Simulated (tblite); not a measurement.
# C3H5BCl2Si: the cost of one run

The runs use tblite 0.8.0 and PySCF 2.14.0, with density-fitted response routines of our own; the level of theory stands in each step. All values are computed, except where a source is named. Atoms are numbered from 0 throughout.

## (1) Starting geometry

12 atoms, charge 1, multiplicity 2; geometry from: force field or distance geometry start.

Bonds of the start (Å): C0–C1 1.31, C1–Si2 1.87, Si2–C3 1.85, C3–B4 1.56, B4–Cl5 1.85, B4–Cl6 1.83, C0–H7 1.07, Si2–H8 1.45, Si2–H9 1.48, C3–H10 1.14, C3–H11 1.12.

## (2) Optimising the geometry with GFN2-xTB

The job: settings as JSON, then the geometry in Å.

```
{"job": {"kind": "relax", "xc": "GFN2-xTB", "basis": "xTB"}, "charge": 1, "multiplicity": 2}
C      2.370800     0.528700    -0.997200
C      1.434000     1.220200    -0.388100
Si     0.523200     0.417600     1.028700
C     -0.707500    -0.732900     0.263100
B     -1.749500    -0.064500    -0.688700
Cl    -3.114600    -1.168500    -1.285500
Cl    -1.870900     1.731600    -1.028800
H      3.089900    -0.156300    -1.391200
H     -0.032200     1.441100     1.885900
H      1.481000    -0.436500     1.760200
H     -1.277800    -1.251900     1.100200
H     -0.145100    -1.529300    -0.284700
```

The run is started by

```bash
OMP_NUM_THREADS=1 python probes_run.py task.json out
```

The driver reads the jobs from task.json and runs them one after another.

**Question.** How long does this first job take on 1 thread of AMD EPYC, shared host?

About 2.5 s.
